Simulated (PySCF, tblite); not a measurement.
# C₈H₅Cl+ (doublet): geometry, infrared bands and EPR parameters

Wanted: the infrared bands and EPR parameters of C₈H₅Cl+ (doublet) (`[CH+]=[C]c1ccccc1Cl`), by calculation.

The runs use tblite 0.8.0 and PySCF 2.14.0, with density-fitted response routines of our own; the level of theory stands in each step. All values are computed, except where a source is named. Atoms are numbered from 0 throughout.

### Step 1. Starting geometry

14 atoms, charge 1, multiplicity 2; geometry from: force field or distance geometry start.

Bonds of the start (Å): C0–C1 1.22, C1–C2 1.42, C2–C3 1.40, C3–C4 1.39, C4–C5 1.40, C5–C6 1.40, C6–C7 1.41, C7–Cl8 1.72, C7–C2 1.41, C0–H9 1.05, C3–H10 1.10, C4–H11 1.09, C5–H12 1.08, C6–H13 1.08.

### Step 2. Geometry optimisation with GFN2-xTB

What the job is given:

```
{"job": {"kind": "relax", "xc": "GFN2-xTB", "basis": "xTB"}, "charge": 1, "multiplicity": 2}
C      3.249900    -0.401000     0.724500
C      2.073300    -0.246900     0.455200
C      0.697800    -0.084400     0.156600
C     -0.069500    -1.209800    -0.167100
C     -1.426900    -1.102300    -0.461200
C     -2.040700     0.151800    -0.472100
C     -1.288600     1.293500    -0.163900
C      0.076200     1.181600     0.155200
Cl     0.940000     2.624200     0.525700
H      4.269400    -0.521600     0.961900
H      0.392600    -2.203100    -0.163000
H     -2.009300    -1.991700    -0.707700
H     -3.097100     0.245400    -0.700700
H     -1.767800     2.263700    -0.165500
```

On the command line:

```sh
> OMP_NUM_THREADS=1 python probes_run.py task.json out
```

One launch serves the whole session: the jobs run in the order shown.

**Question.** This job is followed by: GFN2-xTB harmonic vibrations, gas phase; UKS B3LYP, pcH-1 on C Cl H, non-relativistic, mean-field spin-orbit, GIAO. What will the session give for the following? strongest single infrared mode (GFN2-xTB); zero-point energy (GFN2-xTB); g(iso) (B3LYP); ⟨S²⟩; largest a(iso).

The runs gave:

```
                                 quantity                  value
strongest single infrared mode (GFN2-xTB)  2168 cm⁻¹, 260 km/mol
             zero-point energy (GFN2-xTB)          59.7 kcal/mol
                           g(iso) (B3LYP)                2.00760
                                     ⟨S²⟩     0.765 (exact 0.75)
                           largest a(iso)    1H on H9, -28.3 MHz
```

In words: Over 28 steps the energy fell by 0.081 eV; of the close pairs, C7–Cl8 changed most, 1.722 to 1.689 Å. All 36 modes are real, so the xTB geometry is a minimum. The strongest single mode, at 2168 cm⁻¹, moves mainly C1 and C0. GFN2-xTB is a fitted tight-binding method: band positions and strengths are rough. Its intensities can rank the bands wrongly. C0 carries the largest spin population, 0.35 e. The isotropic g lies 5.3 ppt above the free-electron value.
